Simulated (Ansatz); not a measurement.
# Ge2Sb2Te5: the cost of one run

Method: DFT PBE+D3(BJ), scalar-relativistic, plane waves, PAW, in Ansatz 0.2.0.

## Step 1: The starting structure

It takes space group P-3m1 (No. 164, trigonal). The conventional cell has a = 4.232 Å, b = 4.232 Å, c = 17.452 Å, α = 90.00°, β = 90.00°, γ = 120.00°. Ge (site symmetry 3m) has 6 Te at 2.83 to 3.32 Å in its first shell of neighbours. Sb (site symmetry 3m) is surrounded by 6 Te at 2.99 to 3.15 Å. Te (site symmetry -3m) has 6 Sb at 3.15 Å in its first shell of neighbours. Te (site symmetry 3m) is surrounded by 3 Sb at 2.99 Å and 3 Ge at 3.32 Å. Te (site symmetry 3m) has 3 Ge at 2.83 Å in its first shell of neighbours.

Coordinates:

```xyz
9
Lattice="4.2321 0.0000 0.0000 -2.1161 3.6651 0.0000 0.0000 0.0000 17.4515" Properties=species:S:1:pos:R:3 pbc="T T T"
Ge    0.0000    0.0000    5.9489
Ge    0.0000    0.0000   11.5026
Sb    0.0000    2.4434    1.9813
Sb    2.1161    1.2217   15.4702
Te    0.0000    0.0000    0.0000
Te    0.0000    2.4434   13.7447
Te    2.1161    1.2217    3.7068
Te    0.0000    2.4434    7.3802
Te    2.1161    1.2217   10.0713
```

## Step 2: Single point: Ge2Sb2Te5, no spin

Contents of input.yaml:

```yaml
crystal:
  lattice:
    - [4.232106, 0.0, 0.0]
    - [-2.116053, 3.665111, 0.0]
    - [0.0, 0.0, 17.451511]
  atoms:
    - { symbol: Ge, position: [0.0, 0.0, 0.340884] }
    - { symbol: Ge, position: [0.0, 0.0, 0.659116] }
    - { symbol: Sb, position: [0.333333, 0.666667, 0.113533] }
    - { symbol: Sb, position: [0.666667, 0.333333, 0.886467] }
    - { symbol: Te, position: [0.0, 0.0, 0.0] }
    - { symbol: Te, position: [0.333333, 0.666667, 0.787594] }
    - { symbol: Te, position: [0.666667, 0.333333, 0.212406] }
    - { symbol: Te, position: [0.333333, 0.666667, 0.422896] }
    - { symbol: Te, position: [0.666667, 0.333333, 0.577104] }
scf:
  occupations: { method: gaussian, width: 0.05 }
output:
  forces: true
  stress: false
hamiltonian:
  xc: pbe
  dispersion: d3bj
kpoints:
  mp_grid: { grid: [10, 10, 2] }
```

Started as:

```sh
ansatz run input.yaml --threads 3 --pin off --max-ram 8192MiB --backend cpu --events-out ev --progress --plain --runs-dir out
```

Q: Estimate wall time and peak memory on 3 threads of Intel Xeon at 2.30GHz, shared host.

About 8 s, with a peak of 0.96 GiB.
